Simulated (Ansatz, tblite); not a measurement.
# V(NH)Cl3 (Cl₃HNV): one state, many levels

The task here is to estimate one member of a computed series from the others.

The runs use Ansatz 0.2.0, Gaussian basis; as each input shows.

The runs, in order: GFN1-xTB, GFN2-xTB, PBE-D4/def2-TZVP, r2SCAN-D4/def2-TZVP, BHLYP-D4/def2-TZVP, B3LYP-D4/def2-TZVP, r2SCAN0-D4/def2-TZVP, HF/def2-TZVP, HSE06-D4/def2-TZVP, r2SCANh-D4/def2-TZVP, ωB97X-V/def2-TZVP, PBE-D4/def2-SVP, PBE0-D4/def2-SVP, PBE0-D4/def2-TZVPD, PBE-D4/def2-TZVPD, r2SCAN-D4/def2-TZVPD, CCSD(T)/def2-TZVP, RPA/def2-TZVP.

## The geometry

The geometry is that of the singlet, from an earlier relaxation (PBE-D4/def2-SVP).

6 atoms, charge 0, spin multiplicity 1.

Bond lengths: V1–N2 1.603 Å, V1–Cl4 2.158 Å, V1–Cl5 2.158 Å, V1–Cl6 2.158 Å, N2–H3 1.029 Å. Angles: N2–V1–Cl4 107.2°, N2–V1–Cl5 107.2°, N2–V1–Cl6 107.2°, Cl4–V1–Cl5 111.7°, Cl4–V1–Cl6 111.7°, Cl5–V1–Cl6 111.7°, V1–N2–H3 180.0°.

Formally the metal is d0. No spin-orbit coupling is included.

PBE0-D4/def2-TZVP was run before; its log isn't repeated, and its numbers join the tables.

The first run:

Tight binding, by tblite at 300 K electronic temperature and without a spin-polarisation term:

```python
tblite.interface.Calculator('GFN1-xTB', numbers, positions, charge=0, uhf=0).singlepoint()
```

Tight binding, by tblite at 300 K electronic temperature and without a spin-polarisation term:

```python
tblite.interface.Calculator('GFN2-xTB', numbers, positions, charge=0, uhf=0).singlepoint()
```

start.molden holds the orbitals of an earlier run on this state, given as this run's starting guess.

Contents of in.yaml:

```yaml
crystal:
  periodic: [false, false, false]
  atoms:
    - {symbol: V, position_ang: [-0.005484, -0.003342, -0.387282]}
    - {symbol: N, position_ang: [0.017027, 0.010629, 1.215861]}
    - {symbol: H, position_ang: [0.031757, 0.019412, 2.245070]}
    - {symbol: Cl, position_ang: [2.046603, -0.004244, -1.053516]}
    - {symbol: Cl, position_ang: [-1.049217, 1.773782, -1.025566]}
    - {symbol: Cl, position_ang: [-1.040686, -1.796247, -0.994556]}
basis:
  gaussian: {orbitals: def2-TZVP, initial_orbitals: start.molden}
hamiltonian: {xc: pbe, dispersion: d4}
scf: {omitted_lower_state_checks: [starts]}
output: {orbitals: {seedname: orbitals}}
```

Run with:

```
> ansatz run in.yaml --threads 4 --pin off --events-out ev --progress --plain --max-ram 3916MiB
```

Among the steps run: PBE-D4/def2-TZVP; r2SCAN-D4/def2-TZVP; BHLYP-D4/def2-TZVP; B3LYP-D4/def2-TZVP; r2SCAN0-D4/def2-TZVP; HF/def2-TZVP; HSE06-D4/def2-TZVP; r2SCANh-D4/def2-TZVP; ωB97X-V/def2-TZVP; PBE-D4/def2-SVP; PBE0-D4/def2-SVP; PBE0-D4/def2-TZVPD; PBE-D4/def2-TZVPD; r2SCAN-D4/def2-TZVPD; CCSD(T)/def2-TZVP; RPA/def2-TZVP.

One of the session's tables, all rows but one given; the rest of the session is left out.

It belongs to the step «Binding energy». 

```
               level  binding an atom (eV)
        HF/def2-TZVP                 1.294
  B3LYP-D4/def2-TZVP                 3.383
    PBE0-D4/def2-SVP                     ?
r2SCAN0-D4/def2-TZVP                 3.201
  BHLYP-D4/def2-TZVP                 2.845
   ωB97X-V/def2-TZVP                 3.321
       MP2/def2-TZVP                 3.851
      CCSD/def2-TZVP                 2.948
   CCSD(T)/def2-TZVP                 3.280
```

Q: Estimate the row for PBE0-D4/def2-SVP from the others.

**Answer.** binding an atom (eV): 3.377. In the column «binding an atom (eV)» it lies between ωB97X-V/def2-TZVP (3.321) and B3LYP-D4/def2-TZVP (3.383).

To keep in mind: Free atoms were run apart at each level; binding is atoms less cluster, divided by the number of atoms, without zero-point or spin-orbit terms.
